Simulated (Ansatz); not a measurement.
The system is PdPt.

```
CELL_PARAMETERS angstrom
1.38340 0.79871 4.56037
-1.38340 0.79871 4.56037
0.00000 -1.59741 4.56037
ATOMIC_POSITIONS crystal
Pt 0.50000 0.50000 0.50000
Pd 0.00000 0.00000 0.00000
```

The cell comes from a database or a generator and needn't be the stable form of this composition.

```yaml
Program: Ansatz 0.2.0
Task: relaxation of cell and atoms
Functional: PBE
Potentials_or_basis: Ansatz PAW
Cutoff: "420 eV (not typed: the program's choice for these potentials)"
k_mesh: 11 × 11 × 11
Occupations: fermi-dirac, width 0.05 eV
Spin: no spin polarisation
```

At the start: volume 15.12 Å³/atom.

Question: How do energy, volume and symmetry change on relaxing?

Answer: It ends after 5 steps and the volume is 15.42 Å³/atom (+2.0 %); space group R-3m (No. 166, to 0.05 Å).

The path:
```
step  energy change (eV)  largest force (eV/Å)  volume (Å³)
   1              0.0000                0.0000        30.23
   2             -0.0084                0.0000        30.85
   3             -0.0084                0.0000        30.84
   4             -0.0085                0.0000        30.83
   5             -0.0087                0.0000        30.83
```

Final structure:
```
CELL_PARAMETERS angstrom
1.39625 0.80613 4.56540
-1.39625 0.80613 4.56540
0.00000 -1.61225 4.56540
ATOMIC_POSITIONS crystal
Pt 0.50000 0.50000 0.50000
Pd 0.00000 0.00000 0.00000
```

Caveat: the plane-wave basis is chosen anew once the cell has moved, so the energies of steps on either side of that aren't comparable.
